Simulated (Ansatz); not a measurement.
# Te (Te, bcc): the cost of one run

Method: DFT r2SCAN, plane waves (500 eV) with PAW, scalar-relativistic; the PAW data stem from PBE, with regenerated cores, in Ansatz 0.2.0.

## Step 1: The starting structure

It takes space group Im-3m (No. 229, cubic). The conventional cell has a = 3.864 Å, b = 3.864 Å, c = 3.864 Å, α = 90.00°, β = 90.00°, γ = 90.00°. Te (site symmetry m-3m) is surrounded by 8 Te at 3.35 Å.

Coordinates:

```
Te
1.0
    -1.93180    1.93180    1.93180
     1.93180   -1.93180    1.93180
     1.93180    1.93180   -1.93180
Te
1
Direct
  0.00000 0.00000 0.00000
```

## Step 2: Relaxing cell and atoms

input.yaml

```yaml
crystal:
  lattice:
    - [-1.9317963558, 1.9317963558, 1.9317963558]
    - [1.9317963558, -1.9317963558, 1.9317963558]
    - [1.9317963558, 1.9317963558, -1.9317963558]
  atoms:
    - { symbol: Te, position: [0.0, 0.0, 0.0] }
hamiltonian:
  xc: r2scan
  pseudopotentials:
    kind: paw
    azcp:
      Te: "pseudopotentials/Te.paw.azcp"
basis:
  ecutwfc: 500
  fft_grid_basis: typed
kpoints:
  mp_grid: { grid: [11, 11, 11], shift: [0, 0, 0] }
magnetization:
  spin_polarized: false
scf:
  occupations: { method: fermi_dirac, width: 0.1 }
relax:
  max_steps: 60
  f_tol: 0.01
  cell: {}
output:
  write_density: true
  write_potential: true
  elf: true
  volumetric_format: npy
```

On the command line:

```bash
ansatz run input.yaml --threads 1 --pin off --max-ram 3584MiB --backend cpu --events-out ev --progress --plain --runs-dir out
```

**Question.** How long does this run take on 1 thread of Intel Xeon Platinum 8259CL at 2.50GHz (Skylake/Cascade Lake), shared host, and how much memory does it need?

About 17 s, with a peak of 0.57 GiB.
